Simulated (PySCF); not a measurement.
# BCl₃: from HF to coupled cluster and rigid scans

Aim: at the PBE0 minimum of singlet BCl₃, found before, compare methods on energies and levels. Rigid scans about the minimum follow.

The runs use PySCF 2.14.0; several methods, basis B def2-TZVP, Cl def2-TZVP, no relativity, density fitting.

### 1 The system as given

4 atoms, charge 0, spin multiplicity 1.

Bond lengths: B1–Cl2 1.737 Å, B1–Cl3 1.737 Å, B1–Cl4 1.737 Å. Angles: Cl2–B1–Cl3 120.0°, Cl2–B1–Cl4 120.0°, Cl3–B1–Cl4 120.0°.

Z-matrix (Å, degrees; charge 0 multiplicity 1):
```
B
Cl 1 1.7374
Cl 1 1.7374 2 120.00
Cl 1 1.7374 2 120.00 3 180.00
```

### 2 PBE0

The steps are one call of a driver around PySCF; scf.py gives each level's set-up. Each SCF starts from the density of the minimum. The driver also runs the species with one electron less or more at the same geometry (one less: multiplicity 2, one more: multiplicity 2); their logs are not shown.

scf.py

```python
from pyscf import gto, scf, dft
mol = gto.M(atom='''
B      0.000000     0.000000     0.000000
Cl     1.737446     0.000000     0.000000
Cl    -0.868723     1.504672     0.000000
Cl    -0.868723    -1.504672     0.000000''',
    basis={'B': 'def2-TZVP', 'Cl': 'def2-TZVP'},
    charge=0, spin=0)
mf = dft.RKS(mol, xc='PBE0')
mf.grids.atom_grid = (75, 302)
aux = {'B': 'def2-universal-JKFIT', 'Cl': 'def2-universal-JKFIT'}
mf = mf.density_fit(auxbasis=aux)
mf.conv_tol = 1e-08
mf.diis_space = 10
mf.max_cycle = 60
mf.verbose = 4
mf.kernel()
```

Started as:

```
OMP_NUM_THREADS=4 python axn.py task.json out
```

### 3 HF

scf.py: that of step 2 with these lines changed.

```diff
@@ -9,2 +9 @@
-mf = dft.RKS(mol, xc='PBE0')
-mf.grids.atom_grid = (75, 302)
+mf = scf.RHF(mol)
```

### 4 PBE

scf.py: that of step 3 with these lines changed.

```diff
@@ -9 +9,2 @@
-mf = scf.RHF(mol)
+mf = dft.RKS(mol, xc='PBE')
+mf.grids.atom_grid = (75, 302)
```

### 5 CCSD(T)

scf.py: that of step 4 with these lines changed.

```diff
@@ -9,2 +9 @@
-mf = dft.RKS(mol, xc='PBE')
-mf.grids.atom_grid = (75, 302)
+mf = scf.RHF(mol)
@@ -17,0 +17,3 @@
+from pyscf import cc
+mycc = cc.CCSD(mf, frozen=16).run()
+mycc.ccsd_t()
```

### 6 r2SCAN

scf.py: that of step 5 with these lines changed.

```diff
@@ -9 +9,2 @@
-mf = scf.RHF(mol)
+mf = dft.RKS(mol, xc='R2SCAN')
+mf.grids.atom_grid = (90, 434)
@@ -17,3 +17,0 @@
-from pyscf import cc
-mycc = cc.CCSD(mf, frozen=16).run()
-mycc.ccsd_t()
```

### 7 B3LYP

scf.py: that of step 6 with these lines changed.

```diff
@@ -9,2 +9,2 @@
-mf = dft.RKS(mol, xc='R2SCAN')
-mf.grids.atom_grid = (90, 434)
+mf = dft.RKS(mol, xc='B3LYP')
+mf.grids.atom_grid = (75, 302)
```

### 8 TPSSh

scf.py: that of step 7 with these lines changed.

```diff
@@ -9,2 +9,2 @@
-mf = dft.RKS(mol, xc='B3LYP')
-mf.grids.atom_grid = (75, 302)
+mf = dft.RKS(mol, xc='TPSSH')
+mf.grids.atom_grid = (90, 434)
```

### 9 M06-L

scf.py: that of step 8 with these lines changed.

```diff
@@ -9 +9 @@
-mf = dft.RKS(mol, xc='TPSSH')
+mf = dft.RKS(mol, xc='M06L')
```

### 10 TPSS

scf.py: that of step 9 with these lines changed.

```diff
@@ -9 +9 @@
-mf = dft.RKS(mol, xc='M06L')
+mf = dft.RKS(mol, xc='TPSS')
```

### 12 Breathing scan

A rigid scan with PBE0: all bonds to the central atom are scaled together. Each point starts from its neighbour's orbitals, and energies count from the minimum.

### 13 Stretching one bond

A rigid scan with PBE0: the bond from B to the last atom (Cl) is scaled and the rest held.

### 14 Umbrella curve

A rigid scan with PBE0: angle between each bond and the threefold axis, bonds fixed.

### 15 Umbrella–stretch map

A rigid scan with PBE0: rows, all bonds scaled; columns, angle to the threefold axis.

(Steps that only read results are left out.)

Q: Predict the outcome of this session. Wanted: atomisation energy, CCSD(T) in this basis; vertical ionisation energy, CCSD(T); vertical electron affinity; orbital gap, range; T1, D1; T1, D1 of the cation; T1, D1 of the anion; all bonds 4 % longer; one bond 20 % longer.

The runs gave:

| quantity | value |
| --- | --- |
| atomisation energy, CCSD(T) in this basis | 1308 kJ/mol |
| vertical ionisation energy, CCSD(T) | 11.62 eV |
| vertical electron affinity | negative in this basis |
| orbital gap, range | 5.04 (PBE) to 14.63 (HF) eV |
| T1, D1 | 0.011, 0.044 |
| T1, D1 of the cation | 0.016, 0.060 |
| T1, D1 of the anion | 0.011, 0.043 |
| all bonds 4 % longer | 18.5 kJ/mol |
| one bond 20 % longer | 83.5 kJ/mol |

In words: In atomisation energy the functionals lie from +8 kJ/mol (B3LYP) to +100 kJ/mol (PBE) against CCSD(T). In a basis of this size CCSD(T) binds too weakly, often by tens of kJ/mol, while functionals are nearer their limits, so this ranks no functional. HF lacks the correlation that pairing electrons in bonds brings, so it binds too weakly, by 285 kJ/mol even against this CCSD(T). For the vertical ionisation energy, HF comes nearest to CCSD(T) (+0.08 eV) and PBE is farthest (-0.85 eV). HF costs 2.4 s against 11 min for CCSD(T), a factor of about 280, and lands within 0.08 eV. The vertical electron affinity comes out negative at CCSD(T), so the value hangs on the basis and the levels are not ranked on it; without diffuse functions even a bound anion can come out this way. The PBE orbital energy is a poor guide to ionisation (7.6 eV, 4.0 eV too small); the difference of PBE energies gives 10.8 eV. Shortening all bonds by 4 % costs 23.1 kJ/mol and lengthening them 18.5: the wall is steeper on the short side.
